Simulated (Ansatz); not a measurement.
# BePt: the cost of one run

Program: Ansatz 0.2.0. Level of theory: DFT PBE, scalar-relativistic, plane waves, PAW. These are calculated values, not measurements.

1 further run of the same task is left out (it didn't finish).

### Step 1. Starting point

It takes space group R-3m (No. 166, trigonal). Conventional cell: a = 2.521 Å, b = 2.521 Å, c = 12.046 Å, α = 90.00°, β = 90.00°, γ = 120.00°. Be (site symmetry -3m) has 6 Pt at 2.48 Å and 6 Be at 2.52 Å as nearest neighbours. Pt (site symmetry -3m) is surrounded by 6 Be at 2.48 Å and 6 Pt at 2.52 Å.

As a file:

```cif
data_structure
_symmetry_space_group_name_H-M 'R-3m:H'
_symmetry_Int_Tables_number 166
_cell_length_a 2.5214
_cell_length_b 2.5214
_cell_length_c 12.0465
_cell_angle_alpha 90.000
_cell_angle_beta 90.000
_cell_angle_gamma 120.000
_cell_volume 66.32
loop_
_atom_site_label
_atom_site_type_symbol
_atom_site_symmetry_multiplicity
_atom_site_Wyckoff_symbol
_atom_site_fract_x
_atom_site_fract_y
_atom_site_fract_z
_atom_site_occupancy
Be1 Be 3 a 0.00000 0.00000 0.00000 1
Pt1 Pt 3 b 0.66667 0.33333 0.83333 1
```

This is candidate A: CuPt (L1_1) type (R-3m, No. 166).

(A quick probe on a coarse mesh, which set the mesh and smearing, is not shown.)

### Step 3. Rough relaxation on the coarse mesh (candidate A)

File input.yaml:

```yaml
crystal:
  lattice:
    - [1.260677192, 0.7278523162, 4.0154903154]
    - [-1.260677192, 0.7278523162, 4.0154903154]
    - [0.0, -1.4557046323, 4.0154903154]
  atoms:
    - { symbol: Be, position: [0.0, 0.0, 0.0] }
    - { symbol: Pt, position: [0.5, 0.5, 0.5] }
basis:
  ecutwfc: 420
kpoints:
  mp_grid: { grid: [6, 6, 6] }
hamiltonian:
  xc: pbe
scf:
  occupations: { method: gaussian, width: 0.1 }
  lower_state_search: "off"
output:
  forces: true
  stress: true
  eigenvalues: true
relax:
  adjacent_minimum: "off"
  f_tol: 0.04
  max_steps: 70
  cell: { stress_tol: 0.4 }
```

Started as:

```sh
> ansatz run input.yaml --threads 1 --pin off --max-ram 2560MiB --backend cpu --events-out ev --progress --plain --runs-dir out
```

Q: Estimate wall time and peak memory on 1 thread of Arm Neoverse V2, shared host.

About 7.3 s, with a peak of 0.28 GiB.
